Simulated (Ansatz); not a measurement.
# Mg (Magnesium): the cost of one run

Computed with Ansatz 0.2.0 (DFT LDA, scalar-relativistic, plane waves, PAW, unless a step's input says otherwise).

2 further runs of the same task are left out: 2 set aside as unsound or not needed.

### 1 The structure to begin with

The structure is hexagonal, space group P6_3/mmc (No. 194). Conventional cell: a = 3.209 Å, b = 3.209 Å, c = 5.210 Å, α = 90.00°, β = 90.00°, γ = 120.00°. Mg (site symmetry -6m2) has 12 Mg at 3.20 to 3.21 Å as nearest neighbours.

As a file:

```cif
data_structure
_symmetry_space_group_name_H-M 'P 1'
_symmetry_Int_Tables_number 1
_cell_length_a 3.2093
_cell_length_b 3.2093
_cell_length_c 5.2103
_cell_angle_alpha 90.000
_cell_angle_beta 90.000
_cell_angle_gamma 120.000
_cell_volume 46.47
loop_
_atom_site_label
_atom_site_type_symbol
_atom_site_fract_x
_atom_site_fract_y
_atom_site_fract_z
_atom_site_occupancy
Mg1 Mg 0.33333 0.66667 0.25000 1
Mg2 Mg 0.66667 0.33333 0.75000 1
```

Source of the structure: the Crystallography Open Database.

(A quick probe on a coarse mesh, which set the mesh and smearing, is not shown.)

### 3 Full relaxation

Input file input.yaml:

```yaml
crystal:
  lattice:
    - [3.2093, 0.0, 0.0]
    - [-1.60465, 2.7793353284, 0.0]
    - [0.0, 0.0, 5.2103]
  atoms:
    - { symbol: Mg, position: [0.3333333333, 0.6666666667, 0.25] }
    - { symbol: Mg, position: [0.6666666667, 0.3333333333, 0.75] }
basis:
  ecutwfc: 420
kpoints:
  mp_grid: { grid: [15, 15, 8] }
hamiltonian:
  xc: lda
scf:
  occupations: { method: gaussian, width: 0.1 }
output:
  forces: true
  stress: true
  eigenvalues: true
  write_density: true
  write_potential: true
  elf: true
  volumetric_format: npy
relax:
  adjacent_minimum: "off"
  f_tol: 0.005
  max_steps: 80
  cell: { stress_tol: 0.05 }
```

Command:

```console
$ ansatz run input.yaml --threads 1 --pin off --max-ram 2560MiB --backend cpu --events-out ev --progress --plain --runs-dir out
```

**Question.** How long does this run take on 1 thread of Intel Xeon Platinum 8488C (Sapphire Rapids), shared host, and how much memory does it need?

About 13 s, with a peak of 0.42 GiB.
